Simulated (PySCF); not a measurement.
# C6H10O2 (ethyl methacrylate): the cost of one run

Computed with PySCF 2.14.0, with density-fitted response routines of our own, on a single molecule in the gas phase. Atoms count from 0, in the outputs and in this text.

## 1. The starting structure

18 atoms, charge 0, multiplicity 1; geometry from: GFN2-xTB.

Bonds of the start (Å): C0–C1 1.33, C1–C2 1.50, C1–C3 1.49, C3–O4 1.21, C3–O5 1.34, O5–C6 1.43, C6–C7 1.52, C0–H8 1.08, C0–H9 1.08, C2–H10 1.09, C2–H11 1.09, C2–H12 1.09, C6–H13 1.10, C6–H14 1.10, C7–H15 1.09, C7–H16 1.09, C7–H17 1.09.

## 2. Geometry optimisation at PBE0-D3(BJ)/def2-SVP

Job settings and geometry (Å):

```
{"job": {"xc": "PBE0", "basis": "def2-SVP", "d3": "d3bj", "grid": 1, "kind": "geom"}, "charge": 0, "multiplicity": 1}
C      1.797505     1.189401     0.592383
C      1.649379     0.073013    -0.112367
C      2.779115    -0.677403    -0.741680
C      0.308364    -0.534511    -0.333970
O      0.122245    -1.548763    -0.963073
O     -0.682263     0.160170     0.238434
C     -1.997469    -0.367397     0.067468
C     -2.976224     0.541009     0.787686
H      2.769404     1.626294     0.751130
H      0.955379     1.697183     1.028012
H      2.807020    -1.694782    -0.355254
H      3.728732    -0.188204    -0.545742
H      2.621739    -0.747940    -1.816499
H     -2.025120    -1.386093     0.471886
H     -2.219371    -0.424292    -1.004770
H     -2.927784     1.545451     0.375276
H     -2.734447     0.587288     1.846282
H     -3.984963     0.155892     0.669819
```

Launch:

```bash
> OMP_NUM_THREADS=1 python probes_run.py task.json out
```

This one command runs all jobs of the session in turn.

**Question.** How long does this first job take on 1 thread of Arm Neoverse V1, shared host, and how much memory does it need?

About 1.7 min, with a peak of 0.64 GiB.
